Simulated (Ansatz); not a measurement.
# CH3BFNO: small, medium and large basis sets

An exercise on one series of results from a longer session: the logs are not shown, and one member is left open.

The runs use Ansatz 0.2.0, Gaussian basis; one geometry, several basis sets.

Plan: PBE0-D4/def2-SVP; ωB97M-V/def2-SVP; PBE0-D4/def2-QZVPP; ωB97M-V/def2-QZVPP; the functionals' def2-TZVPP values are taken from earlier runs.

## The geometry

The geometry comes from an earlier relaxation with PBE0-D4 in a triple-zeta def2 set; it is a stationary point, not always the lowest conformer.

SMILES `NC1(F)BO1`, 8 atoms, charge 0, spin multiplicity 1.

Atoms are counted from 1 here; the program's logs count them from 0.

Bond lengths: N1–C2 1.387 Å, N1–H6 1.009 Å, N1–H7 1.013 Å, C2–F3 1.372 Å, C2–B4 1.510 Å, C2–O5 1.462 Å, B4–O5 1.335 Å, B4–H8 1.182 Å. Angles: C2–N1–H6 112.2°, C2–N1–H7 112.6°, H6–N1–H7 110.3°, N1–C2–F3 113.8°, N1–C2–B4 127.1°, N1–C2–O5 115.3°, F3–C2–B4 118.6°, F3–C2–O5 108.3°, B4–C2–O5 53.3°, C2–B4–O5 61.5°, C2–B4–H8 160.7°, O5–B4–H8 137.7°, C2–O5–B4 65.2°.

Coordinates:

```
N    -0.4310    1.1484    0.1846
C     0.0541   -0.0612   -0.2896
F     0.1221   -0.1327   -1.6583
B     0.3376   -1.3072    0.5151
O     1.3469   -0.4730    0.2553
H    -1.4395    1.1701    0.2114
H    -0.0753    1.9416   -0.3362
H     0.1772   -2.3431    1.0619
```

The first run:

in.yaml reads:

```yaml
crystal:
  periodic: [false, false, false]
  atoms:
    - {symbol: N, position_ang: [-0.430979, 1.148428, 0.184566]}
    - {symbol: C, position_ang: [0.054091, -0.061219, -0.289630]}
    - {symbol: F, position_ang: [0.122120, -0.132661, -1.658333]}
    - {symbol: B, position_ang: [0.337562, -1.307218, 0.515117]}
    - {symbol: O, position_ang: [1.346918, -0.472953, 0.255331]}
    - {symbol: H, position_ang: [-1.439473, 1.170071, 0.211366]}
    - {symbol: H, position_ang: [-0.075323, 1.941583, -0.336157]}
    - {symbol: H, position_ang: [0.177185, -2.343131, 1.061940]}
basis:
  gaussian: {orbitals: def2-SVP}
hamiltonian: {xc: pbe0, dispersion: d4}
output: {orbitals: {seedname: orbitals}}
```

Among the steps run: PBE0-D4 in def2-SVP; ωB97M-V in def2-SVP; PBE0-D4 in def2-QZVPP; ωB97M-V in def2-QZVPP.

One table of the session follows, with a row left open; its other results are not shown here.

It belongs to the step «Functionals by basis». 

```
functional       basis  HOMO (eV)
   PBE0-D4    def2-SVP          ?
   PBE0-D4  def2-TZVPP      -8.12
   PBE0-D4  def2-QZVPP      -8.17
   ωB97M-V    def2-SVP     -10.32
   ωB97M-V  def2-TZVPP     -10.48
   ωB97M-V  def2-QZVPP     -10.52
```

Estimate the missing values for PBE0-D4, def2-SVP.

The run gave: HOMO (eV): -7.97. In the column «HOMO (eV)» it is the highest.
